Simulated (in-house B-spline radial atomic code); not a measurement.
# In⁴⁺: density, ELF and screening along the radius

How do the shells of In⁴⁺ show in real space, and how much do the settings move them?

Method: several methods, spin-polarised, as named in each step; spherical all-electron atom at the radial basis limit. Code: in-house B-spline radial atomic code version 1.

**1. What is computed**

* element: indium (Z = 49)
* charge: +4
* electrons: 45
* configuration: [Kr] 4d9
* nucleus: point (non-relativistic runs) or finite (X2C runs)

The outer shells:

[Kr] 4d9
```
[Kr] core
4d [↑↓][↑↓][↑↓][↑↓][↑ ]
```

Where spins are not typed, each open shell is filled with up spins first.

**2. LDA (VWN5), X2C, [Kr] 4d9**

The run's settings:

```ini
Z = 49
electrons = 45.0
configuration = [Kr] 4d9
hamiltonian = x2c
method = lda,vwn
spin_polarised = True
nucleus = fermi
rms_radius = 4.6156
mass_number = 115
atomic_mass = 114.903878772
speed_of_light = 137.035999084
```

On the command line:

```sh
> python run_scf.py task.json out
```

The settings of every run stand in task.json; they run in order.

The program writes no log. Results of the run, from its result record (rounded, main fields):

```text
status: converged
scf [iteration, energy, orbital gradient]:
  - [1, -5855.83903597, 0.706]
  - [2, -5862.79942611, 0.586]
  - [3, -5870.80770118, 0.118]
  - [4, -5871.11873727, 0.0265]
  - [5, -5871.13116172, 0.0114]
  - [6, -5871.13332812, 0.00449]
  - [7, -5871.13383957, 0.000912]
  - [8, -5871.13386133, 1.37e-05]
  - [9, -5871.13386134, 2.79e-07]
energy [hartree]: {"total": -5871.13386134, "kinetic": 6167.79583655, "nuclear": -14174.7562249, "coulomb": 2289.71558538, "xc": -153.889058356}
orbitals [hartree, bohr; first row names the columns]:
  - ["name", "occ", "eps", "<r>", "<r^2>", "<1/r>", "r_max"]
  - ["1s up", 1.0, -1018.6231, 0.029174, 0.0011618, 54.063, 0.018562]
  - ["1s down", 1.0, -1018.6229, 0.029174, 0.0011618, 54.063, 0.018562]
  - ["2s up", 1.0, -154.11993, 0.12816, 0.019428, 12.239, 0.10865]
  - ["2s down", 1.0, -154.11086, 0.12816, 0.019427, 12.24, 0.10865]
  - ["2p up", 3.0, -138.69531, 0.11195, 0.015318, 11.426, 0.086644]
  - ["2p down", 3.0, -138.68809, 0.11195, 0.015317, 11.426, 0.086642]
  - ["3s up", 1.0, -30.701124, 0.34901, 0.13944, 4.2687, 0.31611]
  - ["3s down", 1.0, -30.694887, 0.34898, 0.13941, 4.2688, 0.31612]
  - ["3p up", 3.0, -25.637996, 0.34732, 0.14013, 3.998, 0.30909]
  - ["3p down", 3.0, -25.631259, 0.34728, 0.1401, 3.9982, 0.3091]
  - ["3d up", 5.0, -17.712604, 0.32455, 0.12522, 3.7534, 0.25787]
  - ["3d down", 5.0, -17.703725, 0.32451, 0.12517, 3.7535, 0.25789]
  - ["4s up", 1.0, -6.1732543, 0.84353, 0.80543, 1.6654, 0.76843]
  - ["4s down", 1.0, -6.1426937, 0.84343, 0.80535, 1.666, 0.76812]
  - ["4p up", 3.0, -4.6457169, 0.91193, 0.94982, 1.4987, 0.81304]
  - ["4p down", 3.0, -4.6150276, 0.9121, 0.9504, 1.4988, 0.81275]
  - ["4d up", 5.0, -2.4143333, 1.1089, 1.4428, 1.1969, 0.91815]
  - ["4d down", 4.0, -2.3853368, 1.1114, 1.4506, 1.1949, 0.9183]
sum_r [bohr^k]: {"-1": 294.3107, "1": 24.1624, "2": 22.83217}
radius_at_0.001 [bohr]: 2.812
radius_enclosing_fraction [bohr]: {"0.5": 0.3663, "0.9": 1.206, "0.99": 1.977}
slater [hartree]:
  F0(4p up,4p up): 0.98606
  F2(4p up,4p up): 0.51646
  F0(4p up,4p down): 0.98599
  F2(4p up,4p down): 0.51634
  F0(4p up,4d up): 0.88838
  F2(4p up,4d up): 0.44602
  G1(4p up,4d up): 0.56577
  G3(4p up,4d up): 0.34807
  F0(4p up,4d down): 0.88731
  F2(4p up,4d down): 0.44514
  F0(4p down,4p down): 0.98592
  F2(4p down,4p down): 0.51622
  F0(4p down,4d up): 0.88831
  F2(4p down,4d up): 0.44591
  F0(4p down,4d down): 0.88725
  F2(4p down,4d down): 0.44504
  G1(4p down,4d down): 0.56449
  G3(4p down,4d down): 0.34715
  F0(4d up,4d up): 0.81479
  F2(4d up,4d up): 0.41061
  F4(4d up,4d up): 0.27077
  F0(4d up,4d down): 0.81393
  F2(4d up,4d down): 0.40999
  F4(4d up,4d down): 0.27029
  F0(4d down,4d down): 0.81306
  F2(4d down,4d down): 0.40937
  F4(4d down,4d down): 0.26982
```

Wall time 0.1 s (1 thread, shared host).

radius_at_0.001 is where the density falls to 0.001 electrons per bohr³.

The record's radial tables, every 2nd point:

```csv
r (bohr),4πr²n (1/bohr),ELF,screened charge r·V (e),reduced gradient s,4πr²(n↑−n↓)
0.00423,18.25,0.9992,47.78,0.5939,-0.00009
0.00625,29.63,0.9985,47.22,0.5644,-0.0001420
0.00923,44.05,0.9963,46.42,0.5711,-0.0002086
0.0136,57.62,0.9870,45.34,0.6151,-0.0002684
0.0201,63.51,0.9283,43.87,0.6939,-0.0002761
0.0297,58.34,0.6117,41.94,0.7371,-0.00001
0.0439,54.40,0.3108,39.40,0.5087,0.002252
0.0649,68.45,0.5533,36.10,0.2833,0.01597
0.0958,80.06,0.7567,32.08,0.4071,0.07128
0.141,61.98,0.4483,27.56,0.5291,0.1994
0.209,58.07,0.4273,22.41,0.2276,0.2978
0.309,62.33,0.7670,17.18,0.3896,0.1188
0.456,28.91,0.3739,12.80,0.7425,0.04442
0.673,20.12,0.4388,8.932,0.2109,0.7136
0.994,18.65,0.7655,5.789,0.4948,1.055
1.47,6.233,0.4471,4.341,1.086,0.4862
2.17,0.7821,0.06012,4.027,2.757,0.07149
3.20,0.02687,0.001169,4.001,11.02,0.002249
```

**3. PBE, X2C, [Kr] 4d9**

The settings differ from step 2 so:

```diff
@@ -4,3 +4,3 @@
 hamiltonian = x2c
-method = lda,vwn
+method = pbe,pbe
 spin_polarised = True
```

From the record:

```text
status: converged
iterations: 10
energy [hartree]: {"total": -5876.58030004, "kinetic": 6175.68868742, "nuclear": -14183.2597529, "coulomb": 2290.40922971, "xc": -159.418464222}
orbitals [hartree, bohr; first row names the columns]:
  - ["name", "occ", "eps", "<r>"]
  - ["1s up", 1.0, -1019.9093, 0.029144]
  - ["1s down", 1.0, -1019.9093, 0.029144]
  - ["2s up", 1.0, -154.2748, 0.12804]
  - ["2s down", 1.0, -154.2656, 0.12803]
  - ["2p up", 3.0, -138.73475, 0.1119]
  - ["2p down", 3.0, -138.72775, 0.1119]
  - ["3s up", 1.0, -30.745324, 0.34836]
  - ["3s down", 1.0, -30.740913, 0.34835]
  - ["3p up", 3.0, -25.646552, 0.34686]
  - ["3p down", 3.0, -25.64147, 0.34683]
  - ["3d up", 5.0, -17.696103, 0.32431]
  - ["3d down", 5.0, -17.688045, 0.32429]
  - ["4s up", 1.0, -6.1771871, 0.844]
  - ["4s down", 1.0, -6.1447084, 0.84377]
  - ["4p up", 3.0, -4.6449671, 0.9122]
  - ["4p down", 3.0, -4.6120195, 0.91223]
  - ["4d up", 5.0, -2.4073394, 1.1079]
  - ["4d down", 4.0, -2.375755, 1.1105]
sum_r [bohr^k]: {"-1": 294.4996, "1": 24.14899, "2": 22.79626}
```

It took 0.12 s on 1 thread, shared host.

The record's radial tables, every 4th point:

```csv
r (bohr),4πr²n (1/bohr),ELF,screened charge r·V (e),reduced gradient s,4πr²(n↑−n↓)
0.00423,18.30,0.9992,47.77,0.5942,-0.00010
0.00923,44.14,0.9963,46.42,0.5714,-0.0002263
0.0201,63.56,0.9283,43.87,0.6945,-0.0003001
0.0439,54.37,0.3101,39.39,0.5084,0.002159
0.0958,80.12,0.7572,32.08,0.4074,0.07066
0.209,58.05,0.4272,22.41,0.2261,0.2965
0.455,28.99,0.3777,12.82,0.7470,0.03915
0.993,18.77,0.7669,5.787,0.4934,1.063
2.17,0.7731,0.05911,4.027,2.754,0.07002
```

**4. Hartree-Fock, X2C, [Kr] 4d9**

The settings differ from step 3 so:

```diff
@@ -4,3 +4,3 @@
 hamiltonian = x2c
-method = pbe,pbe
+method = hf
 spin_polarised = True
```

From the record:

```text
status: converged
iterations: 11
energy [hartree]: {"total": -5874.51724585, "kinetic": 6175.04164524, "nuclear": -14182.8447575, "coulomb": 2290.31264131, "exact_exchange": -157.026774902}
orbitals [hartree, bohr; first row names the columns]:
  - ["name", "occ", "eps", "<r>"]
  - ["1s up", 1.0, -1033.7684, 0.029135]
  - ["1s down", 1.0, -1033.7685, 0.029135]
  - ["2s up", 1.0, -159.66957, 0.12783]
  - ["2s down", 1.0, -159.65155, 0.12782]
  - ["2p up", 3.0, -143.31869, 0.11195]
  - ["2p down", 3.0, -143.30086, 0.11194]
  - ["3s up", 1.0, -33.195676, 0.34651]
  - ["3s down", 1.0, -33.187379, 0.34646]
  - ["3p up", 3.0, -27.69783, 0.34531]
  - ["3p down", 3.0, -27.68761, 0.34524]
  - ["3d up", 5.0, -19.153442, 0.32309]
  - ["3d down", 5.0, -19.129896, 0.32352]
  - ["4s up", 1.0, -7.0959382, 0.84937]
  - ["4s down", 1.0, -7.0084354, 0.84848]
  - ["4p up", 3.0, -5.36712, 0.91582]
  - ["4p down", 3.0, -5.2585245, 0.91569]
  - ["4d up", 5.0, -2.7538601, 1.1029]
  - ["4d down", 4.0, -2.7020187, 1.1078]
sum_r [bohr^k]: {"-1": 294.4861, "1": 24.12142, "2": 22.67729}
```

Wall time 0.18 s (1 thread, shared host).

Fields along the radius, from the same record (one point in 4):

```csv
r (bohr),4πr²n (1/bohr),ELF,screened charge r·V (e),reduced gradient s,4πr²(n↑−n↓)
0.00423,18.28,0.9992,47.77,0.5932,-0.0002023
0.00922,44.10,0.9964,46.42,0.5707,-0.0004745
0.0201,63.59,0.9289,43.87,0.6946,-0.0006629
0.0439,54.31,0.3087,39.39,0.5086,0.001289
0.0956,80.21,0.7589,32.10,0.4063,0.07078
0.208,57.85,0.4206,22.47,0.2258,0.3045
0.455,28.86,0.3759,12.82,0.7565,0.02959
0.991,18.97,0.7706,5.788,0.4869,1.096
2.16,0.7635,0.05834,4.026,2.830,0.06267
```

**5. PBEsol, X2C, [Kr] 4d9**

The settings differ from step 4 so:

```diff
@@ -4,3 +4,3 @@
 hamiltonian = x2c
-method = hf
+method = pbesol
 spin_polarised = True
```

From the record:

```text
status: converged
iterations: 9
energy [hartree]: {"total": -5873.81411648, "kinetic": 6172.11922574, "nuclear": -14179.3969938, "coulomb": 2290.07728309, "xc": -156.613631497}
orbitals [hartree, bohr; first row names the columns]:
  - ["name", "occ", "eps", "<r>"]
  - ["1s up", 1.0, -1019.3318, 0.029156]
  - ["1s down", 1.0, -1019.3317, 0.029156]
  - ["2s up", 1.0, -154.19751, 0.12809]
  - ["2s down", 1.0, -154.18835, 0.12809]
  - ["2p up", 3.0, -138.69562, 0.11193]
  - ["2p down", 3.0, -138.68853, 0.11193]
  - ["3s up", 1.0, -30.721113, 0.34862]
  - ["3s down", 1.0, -30.71603, 0.34859]
  - ["3p up", 3.0, -25.634835, 0.34705]
  - ["3p down", 3.0, -25.629128, 0.34702]
  - ["3d up", 5.0, -17.695017, 0.32442]
  - ["3d down", 5.0, -17.68662, 0.32439]
  - ["4s up", 1.0, -6.1711454, 0.84399]
  - ["4s down", 1.0, -6.1393649, 0.84379]
  - ["4p up", 3.0, -4.6408707, 0.91232]
  - ["4p down", 3.0, -4.6087059, 0.91234]
  - ["4d up", 5.0, -2.4060657, 1.1077]
  - ["4d down", 4.0, -2.3750762, 1.11]
sum_r [bohr^k]: {"-1": 294.4148, "1": 24.14997, "2": 22.7922}
```

Run time: 0.11 s. Hardware: 1 thread, shared host.

The record's radial tables, every 4th point:

```csv
r (bohr),4πr²n (1/bohr),ELF,screened charge r·V (e),reduced gradient s,4πr²(n↑−n↓)
0.00423,18.28,0.9992,47.77,0.5940,-0.00009
0.00923,44.11,0.9963,46.42,0.5713,-0.0002201
0.0201,63.54,0.9283,43.87,0.6943,-0.0002967
0.0439,54.37,0.3103,39.39,0.5086,0.002155
0.0957,80.10,0.7571,32.09,0.4067,0.07046
0.209,58.05,0.4272,22.41,0.2267,0.2964
0.455,29.03,0.3780,12.82,0.7455,0.04033
0.993,18.74,0.7665,5.789,0.4928,1.059
2.16,0.7937,0.06092,4.028,2.740,0.07271
```

**6. PBE, X2C, [Ar] 3d10 4s2 4p5 4d9 5s1**

The settings differ from step 5 so:

```diff
@@ -2,5 +2,5 @@
 electrons = 45.0
-configuration = [Kr] 4d9
+configuration = [Ar] 3d10 4s2 4p5 4d9 5s1
 hamiltonian = x2c
-method = pbesol
+method = pbe,pbe
 spin_polarised = True
```

From the record:

```text
status: converged
iterations: 10
energy [hartree]: {"total": -5873.57652757, "kinetic": 6172.65873565, "nuclear": -14163.2211302, "coulomb": 2275.87443238, "xc": -158.888565346}
orbitals [hartree, bohr; first row names the columns]:
  - ["name", "occ", "eps", "<r>"]
  - ["1s up", 1.0, -1020.3297, 0.029144]
  - ["1s down", 1.0, -1020.3171, 0.029143]
  - ["2s up", 1.0, -154.65209, 0.12803]
  - ["2s down", 1.0, -154.63495, 0.12803]
  - ["2p up", 3.0, -139.1184, 0.11189]
  - ["2p down", 3.0, -139.09986, 0.11189]
  - ["3s up", 1.0, -31.106701, 0.3483]
  - ["3s down", 1.0, -31.090147, 0.34825]
  - ["3p up", 3.0, -26.00898, 0.34677]
  - ["3p down", 3.0, -25.990261, 0.34669]
  - ["3d up", 5.0, -18.058478, 0.32419]
  - ["3d down", 5.0, -18.036491, 0.32407]
  - ["4s up", 1.0, -6.4820203, 0.83791]
  - ["4s down", 1.0, -6.3964548, 0.83812]
  - ["4p up", 3.0, -4.9342253, 0.90223]
  - ["4p down", 2.0, -4.8495928, 0.90282]
  - ["4d up", 5.0, -2.6572935, 1.0769]
  - ["4d down", 4.0, -2.5763031, 1.0793]
  - ["5s up", 1.0, -1.7836308, 2.0224]
sum_r [bohr^k]: {"-1": 294.0928, "1": 24.91647, "2": 25.51562}
```

Run time: 0.13 s. Hardware: 1 thread, shared host.

Fields along the radius, from the same record (one point in 4):

```csv
r (bohr),4πr²n (1/bohr),ELF,screened charge r·V (e),reduced gradient s,4πr²(n↑−n↓)
0.00493,22.33,0.9990,47.58,0.5781,0.007566
0.0113,51.74,0.9933,45.90,0.5897,0.01928
0.0260,60.96,0.7635,42.66,0.7402,0.05604
0.0596,64.00,0.4677,36.91,0.2951,0.2283
0.137,63.69,0.4848,27.96,0.5346,0.2008
0.314,61.48,0.7680,17.09,0.4042,0.4657
0.721,20.51,0.5638,8.518,0.2280,2.460
1.65,3.928,0.2797,4.329,1.204,1.036
3.80,0.03119,0.2194,4.001,8.838,0.02942
```

**7. Results**

| run | total energy (hartree) | highest level (eV) | radius holding 50 / 90 / 99 % (bohr) | radius at n = 0.001 (bohr) | ELF minima on the full grid (bohr) |
| --- | --- | --- | --- | --- | --- |
| LDA (VWN5), X2C, [Kr] 4d9 | -5871.1339 | -64.908 | 0.366 / 1.21 / 1.98 | 2.81 | 0.044, 0.17, 0.55 |
| PBE, X2C, [Kr] 4d9 | -5876.5803 | -64.648 | 0.366 / 1.20 / 1.98 | 2.81 | 0.044, 0.17, 0.55 |
| Hartree-Fock, X2C, [Kr] 4d9 | -5874.5172 | -73.526 | 0.366 / 1.20 / 1.96 | 2.78 | 0.044, 0.17, 0.55 |
| PBEsol, X2C, [Kr] 4d9 | -5873.8141 | -64.629 | 0.366 / 1.21 / 1.97 | 2.81 | 0.044, 0.17, 0.55 |
| PBE, X2C, [Ar] 3d10 4s2 4p5 4d9 5s1 | -5873.5765 | -48.535 | 0.366 / 1.24 / 2.28 | 3.21 | 0.048, 0.17, 0.59, 2.0 |

In the first run ELF has 3 minima on the grid, which mark the borders between shells. On the record's full grid the screened charge (r times the electrostatic potential) falls from 48.9 near the nucleus to 4.00 at 3.9 bohr; far out it tends to the net charge, 4. The radius that holds 99 % of the electrons runs from 1.96 bohr (Hartree-Fock, X2C, [Kr] 4d9) to 2.28 bohr (PBE, X2C, [Ar] 3d10 4s2 4p5 4d9 5s1). The grid is coarse (about 22 % a step), so the places of minima are rough. For X2C runs ELF uses the non-relativistic kinetic energy density, and the fields carry no picture-change correction.
